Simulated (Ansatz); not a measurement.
**TiB+ (triplet): the correlation ladder, def2-QZVPP**

An exercise on one series of results from a longer session: the logs are not shown, and one member is left open.

Method: def2-QZVPP, core rule «outside noble gas», up to 10 orbitals frozen; program: Ansatz 0.2.0, Gaussian basis.

To be run: UHF; ROHF; CCSD(T) on UHF.

5 further runs of the same task are left out: 1 for a known fault of the program, 4 set aside as unsound or not needed.

**The geometry**

The geometry is a PBE0/def2-TZVP stationary point (not a proven minimum) of the parent state, kept for this charge and spin.

2 atoms, charge 1, spin multiplicity 3.

Atoms are counted from 1 here; the program's logs count them from 0.

Bond lengths: Ti1–B2 2.158 Å.

As a file:

| atom | x (Å) | y (Å) | z (Å) |
| --- | --- | --- | --- |
| Ti1 | 0.0000 | 0.0000 | 0.0000 |
| B2 | 0.0000 | 0.0000 | 2.1579 |

The first run:

in.yaml reads:

```yaml
crystal:
  periodic: [false, false, false]
  atoms:
    - {symbol: Ti, position_ang: [0.000000, 0.000000, 0.000000]}
    - {symbol: B, position_ang: [0.000000, 0.000000, 2.157871]}
basis:
  gaussian: {orbitals: "def2-QZVPP.json"}
total_charge: 1
magnetization: {spin_polarized: true, initial_magnetization: 2}
hamiltonian: {xc: hf}
output: {orbitals: {seedname: orbitals}}
```

Launch:

```
$ ansatz run in.yaml --threads 1 --pin off --events-out ev --progress --plain --max-ram 4096MiB --backend cpu
```

Among the steps run: UHF; ROHF; CCSD(T) on UHF.

One of the session's tables, all rows but one given; the rest of the session is left out.

| method | from UCCSD(T) (kcal/mol) |
| --- | --- |
| ROHF | +116.93 |
| UHF | ? |
| UMP2 | +28.38 |
| UCCSD | +6.25 |
| UCCSD(T) | 0 |

Estimate the missing values for UHF.

As computed: from UCCSD(T) (kcal/mol): +85.99. In the column «from UCCSD(T) (kcal/mol)» it lies between UMP2 (+28.38) and ROHF (+116.93).

The program flags UCCSD(T) as in doubt (see the logs), so the zero of the table is itself unsure.

To keep in mind: The determinant is far from a pure spin state, so its energy mixes those of several spin states (harmless only where they are near-degenerate, as at dissociation). The program flags UCCSD(T) as in doubt, so the zero of the table is itself unsure. Warnings: spin contamination; coupled cluster took another determinant than the lowest.
